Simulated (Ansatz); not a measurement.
Born–Oppenheimer molecular dynamics of a periodic cell of 16 atoms, Si (start crystal Si, start structure diamond, volume 1.1 times the crystal's). It starts from a structure without forces on its atoms.

Method: DFT PBE-D3(BJ), scalar-relativistic, plane waves, PAW in Ansatz 0.2.0. Settings: accuracy low, cutoff 420 eV, k mesh 2x2x2, fermi-dirac smearing 0.24 eV, no spin polarisation.

```
ensemble        : NVT, Langevin thermostat
time step       : 1.5 fs
steps asked     : 80
set temperature : 2800 K
friction        : 0.02 /fs
seed            : 135205
```

Frames 7.5 fs apart, positions in Å.

Velocities at 15.0 fs (Å/ps):

```
Si 11.15 6.03 7.13
Si 21.29 -8.55 3.62
Si 4.90 2.32 5.28
Si 1.41 7.77 -3.31
Si -4.33 -6.18 9.12
Si -0.07 -14.60 5.09
Si 6.56 3.58 8.12
Si 3.00 -2.33 0.95
Si -3.90 11.01 -4.64
Si -2.18 7.23 5.73
Si -5.96 4.53 -0.55
Si 2.74 -3.66 -0.94
Si -20.04 -7.47 -6.64
Si -6.33 -6.84 0.18
Si 10.28 -11.66 1.92
Si -8.03 1.69 -0.67
```

```xyz
16
Lattice="0.0000 5.6053 5.6053 5.6053 0.0000 5.6053 5.6053 5.6053 0.0000" Properties=species:S:1:pos:R:3 time_fs=15.0 energy_less_start_eV=1.818 T=1848
Si 0.201 0.084 0.016
Si 1.716 1.285 1.427
Si 2.925 2.773 0.074
Si 4.205 4.312 1.436
Si 2.870 -0.108 2.848
Si 4.318 1.191 4.276
Si 5.568 2.925 2.843
Si 7.015 4.301 4.187
Si -0.028 2.973 2.846
Si 1.238 4.325 4.261
Si 2.707 5.604 2.752
Si 4.285 6.935 4.183
Si 2.442 2.689 5.551
Si 4.133 4.150 7.083
Si 5.670 5.578 5.614
Si 6.831 7.072 7.002
16
Lattice="0.0000 5.6053 5.6053 5.6053 0.0000 5.6053 5.6053 5.6053 0.0000" Properties=species:S:1:pos:R:3 time_fs=22.5 energy_less_start_eV=2.929 T=1324
Si 0.267 0.130 0.064
Si 1.866 1.257 1.461
Si 2.992 2.790 0.078
Si 4.226 4.349 1.414
Si 2.840 -0.144 2.943
Si 4.264 1.096 4.297
Si 5.590 2.964 2.895
Si 7.033 4.277 4.205
Si -0.049 3.020 2.805
Si 1.245 4.379 4.302
Si 2.648 5.643 2.768
Si 4.289 6.873 4.161
Si 2.317 2.679 5.518
Si 4.090 4.104 7.100
Si 5.739 5.505 5.626
Si 6.764 7.079 6.991
16
Lattice="0.0000 5.6053 5.6053 5.6053 0.0000 5.6053 5.6053 5.6053 0.0000" Properties=species:S:1:pos:R:3 time_fs=30.0 energy_less_start_eV=3.319 T=1782
Si 0.249 0.186 0.122
Si 1.927 1.270 1.567
Si 3.068 2.876 0.058
Si 4.289 4.362 1.429
Si 2.846 -0.168 3.046
Si 4.178 1.069 4.331
Si 5.548 2.999 2.940
Si 7.061 4.225 4.253
Si -0.014 3.029 2.740
Si 1.313 4.431 4.312
Si 2.639 5.647 2.771
Si 4.304 6.788 4.180
Si 2.273 2.708 5.452
Si 4.050 4.072 7.103
Si 5.759 5.450 5.623
Si 6.695 7.093 6.996
16
Lattice="0.0000 5.6053 5.6053 5.6053 0.0000 5.6053 5.6053 5.6053 0.0000" Properties=species:S:1:pos:R:3 time_fs=37.5 energy_less_start_eV=3.435 T=1513
Si 0.196 0.297 0.151
Si 1.917 1.298 1.667
Si 3.090 2.920 0.007
Si 4.326 4.343 1.441
Si 2.880 -0.180 3.079
Si 4.141 1.055 4.406
Si 5.506 3.005 2.998
Si 7.111 4.129 4.300
Si 0.046 3.049 2.751
Si 1.384 4.474 4.324
Si 2.713 5.633 2.707
Si 4.365 6.707 4.281
Si 2.309 2.705 5.382
Si 3.997 4.044 7.089
Si 5.754 5.418 5.640
Si 6.625 7.101 7.057
16
Lattice="0.0000 5.6053 5.6053 5.6053 0.0000 5.6053 5.6053 5.6053 0.0000" Properties=species:S:1:pos:R:3 time_fs=45.0 energy_less_start_eV=3.606 T=1813
Si 0.115 0.393 0.208
Si 1.879 1.337 1.706
Si 3.076 2.902 -0.062
Si 4.340 4.356 1.486
Si 2.908 -0.210 3.103
Si 4.101 1.094 4.472
Si 5.455 3.030 3.061
Si 7.185 4.032 4.377
Si 0.072 3.039 2.791
Si 1.456 4.532 4.277
Si 2.835 5.640 2.647
Si 4.382 6.682 4.302
Si 2.402 2.726 5.338
Si 3.937 4.006 7.079
Si 5.717 5.372 5.665
Si 6.594 7.109 7.135
16
Lattice="0.0000 5.6053 5.6053 5.6053 0.0000 5.6053 5.6053 5.6053 0.0000" Properties=species:S:1:pos:R:3 time_fs=52.5 energy_less_start_eV=3.617 T=2045
Si 0.075 0.432 0.276
Si 1.812 1.400 1.692
Si 3.079 2.835 -0.072
Si 4.379 4.368 1.534
Si 2.907 -0.235 3.060
Si 4.065 1.216 4.524
Si 5.423 3.092 3.113
Si 7.222 3.973 4.429
Si 0.103 2.993 2.854
Si 1.463 4.602 4.220
Si 3.000 5.678 2.615
Si 4.364 6.703 4.269
Si 2.473 2.770 5.316
Si 3.887 3.967 7.098
Si 5.685 5.320 5.705
Si 6.610 7.038 7.199
16
Lattice="0.0000 5.6053 5.6053 5.6053 0.0000 5.6053 5.6053 5.6053 0.0000" Properties=species:S:1:pos:R:3 time_fs=60.0 energy_less_start_eV=3.572 T=2564
Si 0.100 0.437 0.359
Si 1.714 1.479 1.647
Si 3.127 2.674 -0.041
Si 4.383 4.330 1.506
Si 2.903 -0.237 2.971
Si 4.061 1.305 4.592
Si 5.412 3.160 3.169
Si 7.241 3.933 4.467
Si 0.118 2.959 2.935
Si 1.458 4.680 4.199
Si 3.135 5.770 2.572
Si 4.373 6.761 4.219
Si 2.554 2.816 5.347
Si 3.863 3.928 7.105
Si 5.645 5.263 5.763
Si 6.641 6.970 7.184
16
Lattice="0.0000 5.6053 5.6053 5.6053 0.0000 5.6053 5.6053 5.6053 0.0000" Properties=species:S:1:pos:R:3 time_fs=67.5 energy_less_start_eV=3.781 T=2333
Si 0.138 0.416 0.468
Si 1.647 1.584 1.614
Si 3.212 2.513 0.029
Si 4.397 4.233 1.435
Si 2.884 -0.198 2.877
Si 4.088 1.349 4.664
Si 5.392 3.212 3.248
Si 7.229 3.887 4.487
Si 0.140 2.927 3.039
Si 1.437 4.746 4.197
Si 3.138 5.850 2.514
Si 4.411 6.821 4.167
Si 2.645 2.859 5.456
Si 3.866 3.915 7.084
Si 5.590 5.224 5.811
Si 6.700 6.929 7.153
16
Lattice="0.0000 5.6053 5.6053 5.6053 0.0000 5.6053 5.6053 5.6053 0.0000" Properties=species:S:1:pos:R:3 time_fs=75.0 energy_less_start_eV=4.237 T=1810
Si 0.169 0.354 0.522
Si 1.589 1.689 1.633
Si 3.278 2.418 0.096
Si 4.436 4.161 1.334
Si 2.842 -0.136 2.855
Si 4.153 1.395 4.709
Si 5.353 3.216 3.313
Si 7.201 3.869 4.472
Si 0.121 2.875 3.121
Si 1.386 4.836 4.187
Si 3.060 5.889 2.442
Si 4.452 6.850 4.104
Si 2.723 2.899 5.570
Si 3.931 3.932 7.084
Si 5.587 5.212 5.841
Si 6.770 6.919 7.158
16
Lattice="0.0000 5.6053 5.6053 5.6053 0.0000 5.6053 5.6053 5.6053 0.0000" Properties=species:S:1:pos:R:3 time_fs=82.5 energy_less_start_eV=4.794 T=1394
Si 0.177 0.295 0.538
Si 1.589 1.785 1.716
Si 3.315 2.353 0.179
Si 4.432 4.121 1.227
Si 2.806 -0.082 2.912
Si 4.235 1.405 4.731
Si 5.338 3.197 3.346
Si 7.197 3.854 4.446
Si 0.112 2.870 3.196
Si 1.336 4.895 4.196
Si 2.992 5.891 2.371
Si 4.489 6.854 4.079
Si 2.765 2.932 5.667
Si 4.025 3.974 7.093
Si 5.607 5.226 5.788
Si 6.840 6.911 7.188
16
Lattice="0.0000 5.6053 5.6053 5.6053 0.0000 5.6053 5.6053 5.6053 0.0000" Properties=species:S:1:pos:R:3 time_fs=90.0 energy_less_start_eV=5.160 T=1097
Si 0.177 0.255 0.502
Si 1.621 1.822 1.795
Si 3.324 2.336 0.243
Si 4.415 4.103 1.180
Si 2.786 -0.065 2.969
Si 4.289 1.382 4.705
Si 5.348 3.107 3.358
Si 7.200 3.840 4.429
Si 0.089 2.853 3.219
Si 1.262 4.930 4.213
Si 2.940 5.871 2.327
Si 4.549 6.838 4.091
Si 2.780 2.949 5.727
Si 4.104 4.037 7.088
Si 5.613 5.271 5.691
Si 6.896 6.940 7.195
16
Lattice="0.0000 5.6053 5.6053 5.6053 0.0000 5.6053 5.6053 5.6053 0.0000" Properties=species:S:1:pos:R:3 time_fs=97.5 energy_less_start_eV=4.549 T=1299
Si 0.166 0.306 0.466
Si 1.638 1.806 1.844
Si 3.319 2.352 0.270
Si 4.424 4.144 1.185
Si 2.808 -0.094 2.986
Si 4.322 1.381 4.639
Si 5.385 2.950 3.340
Si 7.203 3.815 4.445
Si 0.073 2.887 3.196
Si 1.217 4.928 4.211
Si 2.907 5.827 2.330
Si 4.568 6.800 4.093
Si 2.799 2.927 5.804
Si 4.198 4.143 7.097
Si 5.649 5.343 5.666
Si 6.908 6.978 7.166
```

Of the whole run (120 fs, mean temperature of the second half 1716 K): The mean temperature of the second half is 39 % below the set value. A run of 0.12 ps of so small a system gives no equilibrium averages. Limits of this set-up: coarse k mesh, low accuracy level.

Time of the run: 8.1 min on 1 thread of Arm Neoverse V2 (shared host), peak memory 0.76 GiB.
